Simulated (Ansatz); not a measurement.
# C₂H₇BOS: basis-set convergence

The task here is to estimate one member of a computed series from the others.

Method: one geometry, several basis sets; program: Ansatz 0.2.0, Gaussian basis.

The runs, in order: PBE0-D4/def2-SVP; ωB97M-V/def2-SVP; PBE0-D4/def2-QZVPP; ωB97M-V/def2-QZVPP; the functionals' def2-TZVPP values are taken from earlier runs.

## Structure used throughout

All runs share one geometry, relaxed beforehand with PBE0-D4 in a triple-zeta def2 set.

12 atoms, charge 0, spin multiplicity 1.

Atoms are counted from 1 here; the program's logs count them from 0.

Bond lengths: C1–C2 1.524 Å, C1–H6 1.092 Å, C1–H7 1.093 Å, C1–H8 1.092 Å, C2–B3 1.570 Å, C2–H9 1.098 Å, C2–H10 1.098 Å, B3–O4 1.359 Å, B3–S5 1.829 Å, O4–H11 0.960 Å, S5–H12 1.341 Å. Angles: C2–C1–H6 111.2°, C2–C1–H7 111.5°, C2–C1–H8 111.2°, H6–C1–H7 107.9°, H6–C1–H8 107.0°, H7–C1–H8 107.9°, C1–C2–B3 115.1°, C1–C2–H9 110.3°, C1–C2–H10 110.3°, B3–C2–H9 108.1°, B3–C2–H10 108.1°, H9–C2–H10 104.4°, C2–B3–O4 119.4°, C2–B3–S5 122.3°, O4–B3–S5 118.3°, B3–O4–H11 115.2°, B3–S5–H12 96.6°.

Set-up of the first run:

in.yaml reads:

```yaml
crystal:
  periodic: [false, false, false]
  atoms:
    - {symbol: C, position_ang: [-0.949501, -0.441709, 1.266850]}
    - {symbol: C, position_ang: [0.093623, 0.403479, 0.546131]}
    - {symbol: B, position_ang: [0.410794, -0.041070, -0.925680]}
    - {symbol: O, position_ang: [-0.234286, -1.114868, -1.451515]}
    - {symbol: S, position_ang: [1.627219, 0.838350, -1.970788]}
    - {symbol: H, position_ang: [-1.904938, -0.426288, 0.738430]}
    - {symbol: H, position_ang: [-1.123220, -0.081577, 2.283597]}
    - {symbol: H, position_ang: [-0.637302, -1.486120, 1.330340]}
    - {symbol: H, position_ang: [-0.217603, 1.455767, 0.524861]}
    - {symbol: H, position_ang: [1.035102, 0.408679, 1.110341]}
    - {symbol: H, position_ang: [0.006012, -1.333424, -2.355258]}
    - {symbol: H, position_ang: [1.970901, 1.763778, -1.063210]}
basis:
  gaussian: {orbitals: def2-SVP}
hamiltonian: {xc: pbe0, dispersion: d4}
output: {orbitals: {seedname: orbitals}}
```

Steps of the session up to this table: PBE0-D4 in def2-SVP; ωB97M-V in def2-SVP; PBE0-D4 in def2-QZVPP; ωB97M-V in def2-QZVPP.

One of the session's tables, all rows but one given; the rest of the session is left out.

It belongs to the step «Density functionals: the series». 

| functional | basis | HOMO (eV) | LUMO (eV) |
| --- | --- | --- | --- |
| PBE0-D4 | def2-SVP | -7.46 | 0.72 |
| PBE0-D4 | def2-TZVPP | -7.61 | 0.17 |
| PBE0-D4 | def2-QZVPP | -7.64 | -0.10 |
| ωB97M-V | def2-SVP | ? | ? |
| ωB97M-V | def2-TZVPP | -9.82 | 1.76 |
| ωB97M-V | def2-QZVPP | -9.85 | 1.23 |

Estimate the missing values for ωB97M-V, def2-SVP.

**Answer.** HOMO (eV): -9.63; LUMO (eV): 2.56. In the column «HOMO (eV)» it lies between ωB97M-V, def2-TZVPP (-9.82) and PBE0-D4, def2-QZVPP (-7.64).
